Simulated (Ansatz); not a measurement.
**CH7NSSi2: how energies converge with the basis set**

Aim: see how fast density functionals converge with the basis set for CH7NSSi2.

The runs use Ansatz 0.2.0, Gaussian basis; one geometry, several basis sets.

Levels to be run: PBE0-D4/def2-SVP; ωB97M-V/def2-SVP; PBE0-D4/def2-QZVPP; ωB97M-V/def2-QZVPP; the functionals' def2-TZVPP values are taken from earlier runs.

### Step 1. The relaxed structure

An earlier PBE0-D4 in a triple-zeta def2 set relaxation fixed the geometry.

SMILES `S[SiH]1C[SiH2]N1`, 12 atoms, charge 0, spin multiplicity 1.

Atoms are counted from 1 here; the program's logs count them from 0.

Bond lengths: S1–Si2 2.135 Å, S1–H6 1.344 Å, Si2–C3 1.884 Å, Si2–N5 1.726 Å, Si2–H7 1.486 Å, C3–Si4 1.883 Å, C3–H8 1.090 Å, C3–H9 1.090 Å, Si4–N5 1.736 Å, Si4–H10 1.489 Å, Si4–H11 1.490 Å, N5–H12 1.005 Å. Angles: Si2–S1–H6 94.5°, S1–Si2–C3 118.3°, S1–Si2–N5 116.1°, S1–Si2–H7 101.8°, C3–Si2–N5 89.0°, C3–Si2–H7 116.4°, N5–Si2–H7 116.1°, Si2–C3–Si4 86.2°, Si2–C3–H8 114.5°, Si2–C3–H9 114.8°, Si4–C3–H8 115.5°, Si4–C3–H9 115.6°, H8–C3–H9 109.0°, C3–Si4–N5 88.7°, C3–Si4–H10 115.1°, C3–Si4–H11 115.8°, N5–Si4–H10 114.5°, N5–Si4–H11 114.4° and more.

### Step 2. PBE0-D4 in def2-SVP

File in.yaml:

```yaml
crystal:
  periodic: [false, false, false]
  atoms:
    - {symbol: S, position_ang: [-2.214736, 1.101164, 1.385549]}
    - {symbol: Si, position_ang: [-0.185749, 0.615781, 0.932897]}
    - {symbol: C, position_ang: [0.224050, -1.163607, 0.470166]}
    - {symbol: Si, position_ang: [0.841700, -0.464033, -1.164983]}
    - {symbol: N, position_ang: [0.388754, 1.118695, -0.614781]}
    - {symbol: H, position_ang: [-2.708192, 0.555208, 0.260567]}
    - {symbol: H, position_ang: [0.530597, 1.174752, 2.109202]}
    - {symbol: H, position_ang: [-0.640413, -1.823940, 0.400582]}
    - {symbol: H, position_ang: [0.982015, -1.635483, 1.096257]}
    - {symbol: H, position_ang: [2.298967, -0.637218, -1.417093]}
    - {symbol: H, position_ang: [0.116664, -0.923138, -2.382939]}
    - {symbol: H, position_ang: [0.443344, 2.026619, -1.041324]}
basis:
  gaussian: {orbitals: def2-SVP}
hamiltonian: {xc: pbe0, dispersion: d4}
output: {orbitals: {seedname: orbitals}}
```

Launch:

```
> ansatz run in.yaml --threads 4 --pin off --events-out ev --progress --plain --max-ram 10444MiB
```

Output:

```text
Functional definition: PBE0
  name "PBE0"
  cite "Adamo & Barone, J. Chem. Phys. 110, 6158 (1999) doi:10.1063/1.478522"
  cite "Perdew, Burke & Ernzerhof, Phys. Rev. Lett. 77, 3865 (1996) doi:10.1103/PhysRevLett.77.3865"
  parent pbe
  parameter a = 0.25
  parameter kappa = 0.804
  parameter beta = 0.06672455060314922
  exchange = (1 - a)*pbe_x(kappa = kappa, mu = beta*pi^2/3) + a*exact_x
  correlation = pbe_c(beta = beta)
1147 factors; integrals over basis functions are off by at most 1.1e-3 eV
mean field evaluation 1: about -29201.5916 eV, gradient 6.3e1 eV
mean field evaluation 2: about -29191.9884 eV, gradient 8.6e1 eV
mean field evaluation 4: about -29210.0454 eV, gradient 4.8e0 eV
mean field evaluation 8: about -29210.1836 eV, gradient 2.5e-1 eV
mean field evaluation 16: about -29210.1838 eV, gradient 2.9e-5 eV
mean field -29210.18384354 eV, -1073.4544568763 hartree, gradient 2.9e-5 eV, S^2 0.000000; 0 other end points of the search recorded, 0 dependent functions left out
reference -29210.18387303 eV, -1073.4544579601 hartree; 32, 32 occupied and 85, 85 virtual orbitals, 1147 factors
Total energy: -29210.48554682 eV, -1073.4655442673 hartree
```

Wall time 0.55 s (4 threads of AMD EPYC 9R45, shared host).

### Step 3. ωB97M-V in def2-SVP

Edit in.yaml of step 2 so:

```diff
@@ -17,3 +17,3 @@
   gaussian: {orbitals: def2-SVP}
-hamiltonian: {xc: pbe0, dispersion: d4}
+hamiltonian: {xc: {name: wB97M-V}}
 output: {orbitals: {seedname: orbitals}}
```

Same command.

Output, cut to the lines that bear on the results:

```text
Functional definition: wB97M-V
  name "wB97M-V"
  cite "Mardirossian & Head-Gordon, J. Chem. Phys. 144, 214110 (2016) doi:10.1063/1.4952647"
  cite "Becke, J. Chem. Phys. 107, 8554 (1997) doi:10.1063/1.475007"
  cite "Vydrov & Van Voorhis, J. Chem. Phys. 133, 244103 (2010) doi:10.1063/1.3521275"
  # Of w^i u^j: cxij and so on, Table III.
[...]
  gx(w, u) = 1 - cx + cx01*u + cx10*w
  gss(w, u) = css00 + css04*u^4 + css10*w + css20*w^2 + css43*w^4*u^3
  gos(w, u) = cos00 + cos10*w + (cos20 + cos21*u)*w^2 + (cos60 + cos61*u)*w^6
[...]
      + integral(e_c_pw_mod_opposite_spin*gos(b97_w_opposite, b97_u_opposite)) + vv10(b, c)
1147 factors; integrals over basis functions are off by at most 1.1e-3 eV
395 factors; integrals over basis functions are off by at most 8.9e-6 eV
[...]
mean field -29220.63081864 eV, -1073.8383761302 hartree, gradient 2.5e-5 eV, S^2 0.000000; 0 other end points of the search recorded, 0 dependent functions left out
reference -29220.63086425 eV, -1073.8383778062 hartree; 32, 32 occupied and 85, 85 virtual orbitals, 1147 factors
Total energy: -29220.63086425 eV, -1073.8383778062 hartree
```

Run time: 1.8 s. Hardware: 4 threads of AMD EPYC 9R45, shared host.

### Step 4. PBE0-D4 in def2-QZVPP

Edit in.yaml of step 3 so:

```diff
@@ -16,4 +16,4 @@
 basis:
-  gaussian: {orbitals: def2-SVP}
-hamiltonian: {xc: {name: wB97M-V}}
+  gaussian: {orbitals: "def2-QZVPP.json"}
+hamiltonian: {xc: pbe0, dispersion: d4}
 output: {orbitals: {seedname: orbitals}}
```

Launched as before.

Output:

```text
Functional definition: PBE0
  name "PBE0"
  cite "Adamo & Barone, J. Chem. Phys. 110, 6158 (1999) doi:10.1063/1.478522"
  cite "Perdew, Burke & Ernzerhof, Phys. Rev. Lett. 77, 3865 (1996) doi:10.1103/PhysRevLett.77.3865"
  parent pbe
  parameter a = 0.25
  parameter kappa = 0.804
  parameter beta = 0.06672455060314922
  exchange = (1 - a)*pbe_x(kappa = kappa, mu = beta*pi^2/3) + a*exact_x
  correlation = pbe_c(beta = beta)
1918 factors; their error is unknown
mean field evaluation 1: about -29211.2484 eV, gradient 7.8e1 eV
mean field evaluation 2: about -29192.4349 eV, gradient 1.1e2 eV
mean field evaluation 4: about -29223.5622 eV, gradient 8.4e0 eV
mean field evaluation 8: about -29223.7425 eV, gradient 2.2e-1 eV
mean field evaluation 16: about -29223.7425 eV, gradient 4.0e-5 eV
mean field -29223.74251005 eV, -1073.9527286801 hartree, gradient 4.0e-5 eV, S^2 0.000000; 0 other end points of the search recorded, 0 dependent functions left out
reference -29223.74255462 eV, -1073.9527303182 hartree; 32, 32 occupied and 502, 502 virtual orbitals, 1918 factors
Total energy: -29224.04422841 eV, -1073.9638166254 hartree
```

Run time: 4.3 s. Hardware: 4 threads of AMD EPYC 9R45, shared host; peak memory 2.5 GiB.

### Step 5. ωB97M-V in def2-QZVPP

Edit in.yaml of step 4 so:

```diff
@@ -17,3 +17,3 @@
   gaussian: {orbitals: "def2-QZVPP.json"}
-hamiltonian: {xc: pbe0, dispersion: d4}
+hamiltonian: {xc: {name: wB97M-V}}
 output: {orbitals: {seedname: orbitals}}
```

Launched as before.

Output, cut to the lines that bear on the results:

```text
Functional definition: wB97M-V
  name "wB97M-V"
  cite "Mardirossian & Head-Gordon, J. Chem. Phys. 144, 214110 (2016) doi:10.1063/1.4952647"
  cite "Becke, J. Chem. Phys. 107, 8554 (1997) doi:10.1063/1.475007"
  cite "Vydrov & Van Voorhis, J. Chem. Phys. 133, 244103 (2010) doi:10.1063/1.3521275"
  # Of w^i u^j: cxij and so on, Table III.
[...]
  gx(w, u) = 1 - cx + cx01*u + cx10*w
  gss(w, u) = css00 + css04*u^4 + css10*w + css20*w^2 + css43*w^4*u^3
  gos(w, u) = cos00 + cos10*w + (cos20 + cos21*u)*w^2 + (cos60 + cos61*u)*w^6
[...]
      + integral(e_c_pw_mod_opposite_spin*gos(b97_w_opposite, b97_u_opposite)) + vv10(b, c)
1850 factors; their error is unknown
444 factors; integrals over basis functions are off by at most 1.1e-5 eV
[...]
mean field -29234.24802300 eV, -1074.3387991604 hartree, gradient 1.8e-5 eV, S^2 0.000000; 0 other end points of the search recorded, 0 dependent functions left out
reference -29234.24809378 eV, -1074.3388017612 hartree; 32, 32 occupied and 502, 502 virtual orbitals, 1850 factors
Total energy: -29234.24809378 eV, -1074.3388017612 hartree
```

It took 9.5 s on 4 threads of AMD EPYC 9R45, shared host; peak memory 2.8 GiB.

### Step 6. Density functionals: the series

The def2-TZVPP values come from earlier runs at the same geometry.

```tsv
functional	basis	functions	energy (eV)	from the largest (eV)	HOMO (eV)	LUMO (eV)
PBE0-D4	def2-SVP	117	-29210.4855	13.559	-7.19	0.37
PBE0-D4	def2-TZVPP	286	-29223.0141	1.030	-7.31	-0.09
PBE0-D4	def2-QZVPP	534	-29224.0442	0.000	-7.34	-0.23
ωB97M-V	def2-SVP	117	-29220.6309	13.617	-9.35	2.22
ωB97M-V	def2-TZVPP	286	-29233.2861	0.962	-9.50	1.50
ωB97M-V	def2-QZVPP	534	-29234.2481	0.000	-9.53	1.15
```

### Step 7. Outcome

| quantity | value |
| --- | --- |
| PBE0-D4: double and triple zeta above quadruple | 13.56, 1.03 eV |
| ωB97M-V: double and triple zeta above quadruple | 13.62, 0.96 eV |

PBE0-D4 gains 12.53 eV from double to triple zeta, then 1.03 eV more. These are total energies; as a rule much of such shifts cancels in differences, which this series doesn't test. The LUMO of ωB97M-V is positive and keeps falling with the basis (2.22 to 1.15 eV): an unbound level that the basis holds in place.

For PBE0-D4 the largest set took about 8 times as long as the smallest (4.3 s against 0.55 s).
